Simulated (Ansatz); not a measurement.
**CH5BrO2Si: basis-set convergence**

Aim: see how fast density functionals converge with the basis set for CH5BrO2Si.

Program: Ansatz 0.2.0, Gaussian basis. Level of theory: one geometry, several basis sets. These are calculated values, not measurements.

The runs, in order: PBE0-D4/def2-SVP; ωB97M-V/def2-SVP; PBE0-D4/def2-QZVPP; ωB97M-V/def2-QZVPP; the functionals' def2-TZVPP values are taken from earlier runs.

**1. The relaxed structure**

An earlier PBE0-D4 in a triple-zeta def2 set relaxation fixed the geometry.

SMILES `O[SiH2]C(O)Br`, 10 atoms, charge 0, spin multiplicity 1.

Atoms are counted from 1 here; the program's logs count them from 0.

Bond lengths: O1–Si2 1.646 Å, O1–H6 0.961 Å, Si2–C3 1.895 Å, Si2–H7 1.482 Å, Si2–H8 1.482 Å, C3–O4 1.368 Å, C3–Br5 2.032 Å, C3–H9 1.088 Å, O4–H10 0.965 Å. Angles: Si2–O1–H6 115.2°, O1–Si2–C3 106.2°, O1–Si2–H7 105.3°, O1–Si2–H8 114.4°, C3–Si2–H7 109.6°, C3–Si2–H8 109.3°, H7–Si2–H8 111.8°, Si2–C3–O4 115.1°, Si2–C3–Br5 102.2°, Si2–C3–H9 116.8°, O4–C3–Br5 111.3°, O4–C3–H9 108.3°, Br5–C3–H9 102.2°, C3–O4–H10 109.3°.

**2. PBE0-D4 in def2-SVP**

in.yaml reads:

```yaml
crystal:
  periodic: [false, false, false]
  atoms:
    - {symbol: O, position_ang: [-1.372775, -0.881060, 0.762216]}
    - {symbol: Si, position_ang: [-0.479423, -0.689524, -0.607136]}
    - {symbol: C, position_ang: [0.866922, 0.576154, -0.186373]}
    - {symbol: O, position_ang: [1.639725, 0.262996, 0.898659]}
    - {symbol: Br, position_ang: [-0.217181, 2.263655, 0.142223]}
    - {symbol: H, position_ang: [-1.854861, -0.100287, 1.048852]}
    - {symbol: H, position_ang: [0.141030, -2.012295, -0.858208]}
    - {symbol: H, position_ang: [-1.251595, -0.213446, -1.779091]}
    - {symbol: H, position_ang: [1.525180, 0.880400, -0.997941]}
    - {symbol: H, position_ang: [1.085979, -0.137793, 1.579801]}
basis:
  gaussian: {orbitals: def2-SVP}
hamiltonian: {xc: pbe0, dispersion: d4}
output: {orbitals: {seedname: orbitals}}
```

Launch:

```
$ ansatz run in.yaml --threads 4 --pin off --events-out ev --progress --plain --max-ram 10444MiB
```

After this run come: ωB97M-V in def2-SVP; PBE0-D4 in def2-QZVPP; ωB97M-V in def2-QZVPP.

Before running them: what should the planned runs give, taken together? Wanted: PBE0-D4: double and triple zeta above quadruple; ωB97M-V: double and triple zeta above quadruple.

As calculated:

```
                                       quantity           value
PBE0-D4: double and triple zeta above quadruple  19.78, 2.00 eV
ωB97M-V: double and triple zeta above quadruple  19.85, 1.92 eV
```

**Reading.** PBE0-D4 gains 17.78 eV from double to triple zeta, then 2.00 eV more. These are total energies; as a rule much of such shifts cancels in differences, which this series doesn't test. The LUMO of ωB97M-V is positive and keeps falling with the basis (1.72 to 0.94 eV): an unbound level that the basis holds in place.
